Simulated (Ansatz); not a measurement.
# Al4In: the cost of one run

Program: Ansatz 0.2.0. Level of theory: DFT PBE, scalar-relativistic, plane waves, PAW. These are calculated values, not measurements.

## 1. The system as given

The structure is trigonal, space group P-3m1 (No. 164). Conventional cell: a = 3.047 Å, b = 3.047 Å, c = 9.798 Å, α = 90.00°, β = 90.00°, γ = 120.00°. Around Al (site symmetry 3m) lie 3 In at 2.20 Å. Al (site symmetry 3m) is surrounded by 12 Al at 2.96 to 3.05 Å. In (site symmetry -3m) is surrounded by 6 Al at 2.20 Å.

As a file:

```
CELL_PARAMETERS angstrom
3.04715 0.00000 0.00000
-1.52357 2.63891 0.00000
0.00000 0.00000 9.79805
ATOMIC_POSITIONS crystal
Al 0.33333 0.66667 0.86586
Al 0.33333 0.66667 0.37680
Al 0.66667 0.33333 0.13414
Al 0.66667 0.33333 0.62320
In 0.00000 0.00000 0.00000
```

A structure generator made this guess: species swapped into a database cell of Co4H (P-3m1, No. 164), with Al on the Co sites and In on the H sites. Lengths come from tabulated atomic sizes and are only a guess.

## 2. The guess as it stands, on a coarse mesh

Input file input.yaml:

```yaml
crystal:
  lattice:
    - [3.04714973, 0.0, 0.0]
    - [-1.52357487, 2.63890908, 0.0]
    - [0.0, 0.0, 9.79805324]
  atoms:
    - { symbol: Al, position: [0.33333333, 0.66666667, 0.86585528] }
    - { symbol: Al, position: [0.33333333, 0.66666667, 0.37679535] }
    - { symbol: Al, position: [0.66666667, 0.33333333, 0.13414472] }
    - { symbol: Al, position: [0.66666667, 0.33333333, 0.62320465] }
    - { symbol: In, position: [0.0, 0.0, 0.0] }
basis:
  ecutwfc: 420
kpoints:
  mp_grid: { grid: [6, 6, 2] }
hamiltonian:
  xc: pbe
scf:
  occupations: { method: gaussian, width: 0.1 }
  lower_state_search: "off"
output:
  forces: true
  stress: true
  eigenvalues: true
```

On the command line:

```bash
ansatz run input.yaml --threads 1 --pin off --max-ram 2560MiB --backend cpu --events-out ev --progress --plain --runs-dir out
```

**Question.** How long does this run take on 1 thread of Intel Xeon Platinum 8375C at 2.90GHz (Ice Lake), shared host, and how much memory does it need?

About 1.4 s, with a peak of 0.38 GiB.
